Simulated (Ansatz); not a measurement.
**C₂H₇ClN₂OW: basis-set convergence**

One table from this session's results is given with a row withheld; the runs are named, their logs left out.

Computed with Ansatz 0.2.0, Gaussian basis. Level: one geometry, several basis sets.

Plan: PBE0-D4/def2-SVP; ωB97M-V/def2-SVP; PBE0-D4/def2-QZVPP; ωB97M-V/def2-QZVPP; the functionals' def2-TZVPP values are taken from earlier runs.

1 further run of the same task is left out (it didn't finish).

## The geometry

An earlier PBE0-D4 in a triple-zeta def2 set relaxation fixed the geometry. W takes the def2 core potential; no spin-orbit term is included.

SMILES `C[N]=[W]([OH])([Cl])=[N]C`, 14 atoms, charge 0, spin multiplicity 1.

Atoms are counted from 1 here; the program's logs count them from 0.

Bond lengths: C1–N2 1.418 Å, C1–H8 1.095 Å, C1–H9 1.095 Å, C1–H10 1.095 Å, N2–W3 1.745 Å, W3–O4 1.904 Å, W3–Cl5 2.302 Å, W3–N6 1.744 Å, O4–H11 0.959 Å, N6–C7 1.416 Å, C7–H12 1.095 Å, C7–H13 1.095 Å, C7–H14 1.095 Å. Angles: N2–C1–H8 111.9°, N2–C1–H9 110.1°, N2–C1–H10 110.5°, H8–C1–H9 108.3°, H8–C1–H10 108.3°, H9–C1–H10 107.7°, C1–N2–W3 159.5°, N2–W3–O4 108.6°, N2–W3–Cl5 107.6°, N2–W3–N6 110.0°, O4–W3–Cl5 115.3°, O4–W3–N6 107.4°, Cl5–W3–N6 107.9°, W3–O4–H11 120.5°, W3–N6–C7 162.8°, N6–C7–H12 110.0°, N6–C7–H13 111.9°, N6–C7–H14 110.5° and more.

The first run:

The input, in.yaml:

```yaml
crystal:
  periodic: [false, false, false]
  atoms:
    - {symbol: C, position_ang: [-1.454078, -1.011786, 1.600003]}
    - {symbol: N, position_ang: [-0.284121, -0.243372, 1.375115]}
    - {symbol: W, position_ang: [0.922520, 0.686225, 0.522791]}
    - {symbol: O, position_ang: [2.616322, -0.149237, 0.765835]}
    - {symbol: Cl, position_ang: [0.782030, 2.859273, 1.269590]}
    - {symbol: N, position_ang: [0.581038, 0.682961, -1.187157]}
    - {symbol: C, position_ang: [-0.025647, 0.449742, -2.445009]}
    - {symbol: H, position_ang: [-1.969033, -1.255852, 0.664726]}
    - {symbol: H, position_ang: [-2.149520, -0.458928, 2.240216]}
    - {symbol: H, position_ang: [-1.204916, -1.948066, 2.110320]}
    - {symbol: H, position_ang: [2.747743, -0.789901, 1.467735]}
    - {symbol: H, position_ang: [-0.267482, 1.402904, -2.927266]}
    - {symbol: H, position_ang: [-0.951536, -0.128178, -2.351366]}
    - {symbol: H, position_ang: [0.656681, -0.095775, -3.105542]}
basis:
  gaussian: {orbitals: def2-SVP}
hamiltonian: {xc: pbe0, dispersion: d4}
output: {orbitals: {seedname: orbitals}}
```

Steps of the session up to this table: PBE0-D4 in def2-SVP; ωB97M-V in def2-SVP; PBE0-D4 in def2-QZVPP; ωB97M-V in def2-QZVPP.

One table of the session follows, with a row left open; its other results are not shown here.

It belongs to the step «Functionals by basis». 

| functional | basis | HOMO (eV) |
| --- | --- | --- |
| PBE0-D4 | def2-SVP | -7.03 |
| PBE0-D4 | def2-TZVPP | ? |
| PBE0-D4 | def2-QZVPP | -7.09 |
| ωB97M-V | def2-SVP | -9.19 |
| ωB97M-V | def2-TZVPP | -9.24 |
| ωB97M-V | def2-QZVPP | -9.27 |

**Question.** Estimate the row for PBE0-D4, def2-TZVPP.

**Answer.** HOMO (eV): -7.07. In the column «HOMO (eV)» it lies between PBE0-D4, def2-QZVPP (-7.09) and PBE0-D4, def2-SVP (-7.03).
